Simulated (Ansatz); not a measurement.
# ZnW7: the cost of one run

Program: Ansatz 0.2.0. Level of theory: DFT PBE, scalar-relativistic, plane waves, PAW. These are calculated values, not measurements.

**1. Starting point**

The structure is cubic, space group P-43m (No. 215). Conventional cell: a = 5.611 Å, b = 5.611 Å, c = 5.611 Å, α = 90.00°, β = 90.00°, γ = 90.00°. Zn (site symmetry -43m) has 4 W at 2.45 Å in its first shell of neighbours. Around W (site symmetry 3m) lie 3 W at 2.42 Å and 1 Zn at 2.45 Å. W (site symmetry -42m) has 4 W at 2.42 Å in its first shell of neighbours.

Structure file:

```
CELL_PARAMETERS angstrom
5.61082 0.00000 0.00000
0.00000 5.61082 0.00000
0.00000 0.00000 5.61082
ATOMIC_POSITIONS crystal
Zn 0.00000 0.00000 0.00000
W 0.25262 0.25262 0.25262
W 0.00000 0.50000 0.50000
W 0.50000 0.50000 0.00000
W 0.50000 0.00000 0.50000
W 0.74738 0.25262 0.74738
W 0.74738 0.74738 0.25262
W 0.25262 0.74738 0.74738
```

Recipe of the guess: species swapped into a database cell of Si7Ge (P-43m, No. 215), with W on the Si sites and Zn on the Ge sites. The dimensions are guesses.

**2. Probe: one point on a coarse mesh**

The input, input.yaml:

```yaml
crystal:
  lattice:
    - [5.61082315, 0.0, 0.0]
    - [0.0, 5.61082315, 0.0]
    - [0.0, 0.0, 5.61082315]
  atoms:
    - { symbol: Zn, position: [0.0, 0.0, 0.0] }
    - { symbol: W, position: [0.25261521, 0.25261521, 0.25261521] }
    - { symbol: W, position: [0.0, 0.5, 0.5] }
    - { symbol: W, position: [0.5, 0.5, 0.0] }
    - { symbol: W, position: [0.5, 0.0, 0.5] }
    - { symbol: W, position: [0.74738479, 0.25261521, 0.74738479] }
    - { symbol: W, position: [0.74738479, 0.74738479, 0.25261521] }
    - { symbol: W, position: [0.25261521, 0.74738479, 0.74738479] }
basis:
  ecutwfc: 420
kpoints:
  mp_grid: { grid: [4, 4, 4] }
hamiltonian:
  xc: pbe
scf:
  occupations: { method: gaussian, width: 0.1 }
  lower_state_search: "off"
output:
  forces: true
  stress: true
  eigenvalues: true
```

Started as:

```console
$ ansatz run input.yaml --threads 1 --pin off --max-ram 2560MiB --backend cpu --events-out ev --progress --plain --runs-dir out
```

Q: Estimate wall time and peak memory on 1 thread of Intel Xeon at 2.80GHz (Skylake/Cascade Lake), shared host.

About 6.4 s, with a peak of 0.46 GiB.
